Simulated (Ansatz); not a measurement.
# Ga3Se2: one candidate structure

Aim: relax Ga3Se2 from this start, anti-A-type sesquioxide type (P-3m1, No. 164), and see where it ends.

Program: Ansatz 0.2.0. Level of theory: DFT PBE, scalar-relativistic, plane waves, PAW. These are calculated values, not measurements.

## (1) The starting structure

The structure is trigonal, space group P-3m1 (No. 164). The conventional cell has a = 4.239 Å, b = 4.239 Å, c = 6.595 Å, α = 90.00°, β = 90.00°, γ = 120.00°. Around Ga (site symmetry -3m) lie 6 Se at 2.93 Å. Around Ga (site symmetry 3m) lie 4 Se at 2.55 to 2.64 Å. Se (site symmetry 3m) has 7 Ga at 2.55 to 2.93 Å as nearest neighbours.

Coordinates:

```cif
data_structure
_symmetry_space_group_name_H-M 'P-3m1'
_symmetry_Int_Tables_number 164
_cell_length_a 4.2392
_cell_length_b 4.2392
_cell_length_c 6.5954
_cell_angle_alpha 90.000
_cell_angle_beta 90.000
_cell_angle_gamma 120.000
_cell_volume 102.64
loop_
_atom_site_label
_atom_site_type_symbol
_atom_site_symmetry_multiplicity
_atom_site_Wyckoff_symbol
_atom_site_fract_x
_atom_site_fract_y
_atom_site_fract_z
_atom_site_occupancy
Ga1 Ga 1 a 0.00000 0.00000 0.00000 1
Ga2 Ga 2 d 0.33333 0.66667 0.64500 1
Se1 Se 2 d 0.33333 0.66667 0.24500 1
```

(A quick probe on a coarse mesh, which set the mesh and smearing, is not shown.)

## (3) Rough relaxation on the coarse mesh

The input, input.yaml:

```yaml
crystal:
  lattice:
    - [4.2391557175, 0.0, 0.0]
    - [-2.1195778587, 3.6712165419, 0.0]
    - [0.0, 0.0, 6.5954377026]
  atoms:
    - { symbol: Ga, position: [0.0, 0.0, 0.0] }
    - { symbol: Ga, position: [0.3333333333, 0.6666666667, 0.645] }
    - { symbol: Ga, position: [0.6666666667, 0.3333333333, 0.355] }
    - { symbol: Se, position: [0.3333333333, 0.6666666667, 0.245] }
    - { symbol: Se, position: [0.6666666667, 0.3333333333, 0.755] }
basis:
  ecutwfc: 420
kpoints:
  mp_grid: { grid: [6, 6, 4] }
hamiltonian:
  xc: pbe
scf:
  occupations: { method: gaussian, width: 0.1 }
  lower_state_search: "off"
output:
  forces: true
  stress: true
  eigenvalues: true
relax:
  adjacent_minimum: "off"
  f_tol: 0.04
  max_steps: 70
  cell: { stress_tol: 0.4 }
```

Run with:

```
$ ansatz run input.yaml --threads 1 --pin off --max-ram 2560MiB --backend cpu --events-out ev --progress --plain --runs-dir out
```

Further runs follow: relaxing cell and atoms.

Before running it: what results should come out?

The runs gave:

Formation energies count from the elements, computed with the same settings in runs not shown here.

```
                          quantity                                                                       value
                              cell  a = 4.802 Å, b = 4.802 Å, c = 6.132 Å, α = 90.00°, β = 90.00°, γ = 120.00°
                       space group                                                             P-3m1 (No. 164)
                            volume                                                               24.49 Å³/atom
                   gap on the mesh                                                                none (metal)
formation energy from the elements                                                              -0.172 eV/atom
```

What this shows: The space group stayed P-3m1, and from the first guess the volume went from 20.53 to 24.49 Å³/atom. With -0.17 eV/atom it lies under the elements, which doesn't yet make it stable against other compounds of them. The final runs have no spin polarisation, so no magnetic state was tried and one may lie lower.
